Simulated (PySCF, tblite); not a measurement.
# C4H7ClSSi: geometry, infrared bands and NMR shifts

What infrared bands and NMR shifts should C4H7ClSSi (`CSCC#C[SiH2]Cl`) show?

The runs use tblite 0.8.0 and PySCF 2.14.0, with density-fitted response routines of our own; the level of theory stands in each step. All values are computed, except where a source is named. Atoms count from 0, in the outputs and in this text.

## Step 1: Starting geometry

14 atoms, charge 0, multiplicity 1; geometry from: force field or distance geometry start.

Bonds of the start (Å): C0–S1 1.81, S1–C2 1.84, C2–C3 1.46, C3–C4 1.20, C4–Si5 1.86, Si5–Cl6 2.05, C0–H7 1.10, C0–H8 1.10, C0–H9 1.10, C2–H10 1.09, C2–H11 1.10, Si5–H12 1.49, Si5–H13 1.49.

## Step 2: Relaxing the molecule with GFN2-xTB

The job: settings as JSON, then the geometry in Å.

```
{"job": {"kind": "relax", "xc": "GFN2-xTB", "basis": "xTB"}, "charge": 0, "multiplicity": 1}
C     -2.404100     0.656000    -0.351300
S     -2.004600    -0.781400    -1.369600
C     -0.846400    -1.624300    -0.215200
C      0.387200    -0.860200    -0.028800
C      1.400100    -0.242900     0.148800
Si     2.954200     0.758200     0.376800
Cl     2.555100     2.321900     1.641500
H     -1.530800     1.301100    -0.201400
H     -2.804300     0.344500     0.620700
H     -3.184100     1.243000    -0.860300
H     -0.628700    -2.605300    -0.644200
H     -1.368100    -1.797000     0.736800
H      4.028300    -0.051200     1.016800
H      3.445500     1.337100    -0.902800
```

On the command line:

```sh
> OMP_NUM_THREADS=1 python probes_run.py task.json out
```

This one command runs all jobs of the session in turn.

**Question.** This job is followed by: GFN2-xTB harmonic vibrations, gas phase; GIAO PBE0/pcSseg-1 NMR shielding, non-relativistic, gas phase. What will the session give for the following? strongest single infrared mode (GFN2-xTB); zero-point energy (GFN2-xTB); 13C shifts against TMS (PBE0/pcSseg-1); 1H shifts against TMS (PBE0/pcSseg-1, means over atoms taken as alike); 33S shifts against CS2 (PBE0/pcSseg-1); 29Si shifts against TMS (PBE0/pcSseg-1); 35Cl shifts against HCl (PBE0/pcSseg-1).

**Answer**, as computed:

| quantity | value |
| --- | --- |
| strongest single infrared mode (GFN2-xTB) | 704 cm⁻¹, 551 km/mol |
| zero-point energy (GFN2-xTB) | 57.8 kcal/mol |
| 13C shifts against TMS (PBE0/pcSseg-1) | 114.3, 88.1, 27.1, 19.2 ppm |
| 1H shifts against TMS (PBE0/pcSseg-1, means over atoms taken as alike) | 5.28, 3.23, 2.29 ppm |
| 33S shifts against CS2 (PBE0/pcSseg-1) | 0 ppm |
| 29Si shifts against TMS (PBE0/pcSseg-1) | -46.3 ppm |
| 35Cl shifts against HCl (PBE0/pcSseg-1) | -41 ppm |

The optimisation took 64 steps and gained 0.082 eV; among the close pairs (by a distance rule), Si5–H12 changed most, from 1.489 to 1.460 Å. No mode is imaginary among the 36: a minimum at this level. The strongest single mode, at 704 cm⁻¹, moves mainly H12 and H13. GFN2-xTB is a fitted tight-binding method: band positions and strengths are rough. Its intensities can rank the bands wrongly. At PBE0/pcSseg-1: The largest span, 354 ppm, is at S1, where the paramagnetic term is -552 ppm.
